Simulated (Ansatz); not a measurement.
# CrSiB3: the cost of one run

Method: DFT PBE, scalar-relativistic, plane waves, PAW, in Ansatz 0.2.0.

## (1) The starting structure

The structure is hexagonal, space group P-6m2 (No. 187). Conventional cell: a = 3.666 Å, b = 3.666 Å, c = 4.520 Å, α = 90.00°, β = 90.00°, γ = 120.00°. Around Cr (site symmetry -6m2) lie 3 Si at 2.12 Å and 5 B at 2.12 to 2.26 Å. Around Si (site symmetry -6m2) lie 3 Cr at 2.12 Å and 3 B at 2.12 Å. B (site symmetry -6m2) is surrounded by 3 B at 2.12 Å and 2 Cr at 2.26 Å. Around B (site symmetry -6m2) lie 3 Si at 2.12 Å and 3 Cr at 2.12 Å and 2 B at 2.26 Å. Around B (site symmetry -6m2) lie 5 B at 2.12 to 2.26 Å.

Structure file:

```
CELL_PARAMETERS angstrom
3.66602 0.00000 0.00000
-1.83301 3.17487 0.00000
0.00000 0.00000 4.52002
ATOMIC_POSITIONS crystal
Cr 0.33333 0.66667 0.00000
Si 0.66667 0.33333 0.00000
B 0.33333 0.66667 0.50000
B 0.00000 0.00000 0.00000
B 0.00000 0.00000 0.50000
```

A structure generator made this guess: random cell by space group and Wyckoff sites (P-6m2, No. 187). Lengths come from tabulated atomic sizes and are only a guess.

## (2) Probe: one point on a coarse mesh

Contents of input.yaml:

```yaml
crystal:
  lattice:
    - [3.66602129, 0.0, 0.0]
    - [-1.83301064, 3.17486756, 0.0]
    - [0.0, 0.0, 4.52002036]
  atoms:
    - { symbol: Cr, position: [0.33333333, 0.66666667, 0.0], spin: 3.0 }
    - { symbol: Si, position: [0.66666667, 0.33333333, 0.0] }
    - { symbol: B, position: [0.33333333, 0.66666667, 0.5] }
    - { symbol: B, position: [0.0, 0.0, 0.0] }
    - { symbol: B, position: [0.0, 0.0, 0.5] }
basis:
  ecutwfc: 420
kpoints:
  mp_grid: { grid: [6, 6, 4] }
hamiltonian:
  xc: pbe
scf:
  occupations: { method: gaussian, width: 0.1 }
  lower_state_search: "off"
output:
  forces: true
  stress: true
  eigenvalues: true
  populations: true
magnetization:
  spin_polarized: true
```

Command:

```sh
$ ansatz run input.yaml --threads 1 --pin off --max-ram 2560MiB --backend cpu --events-out ev --progress --plain --runs-dir out
```

Q: Estimate wall time and peak memory on 1 thread of Arm Neoverse V1, shared host.

About 10 s, with a peak of 0.34 GiB.
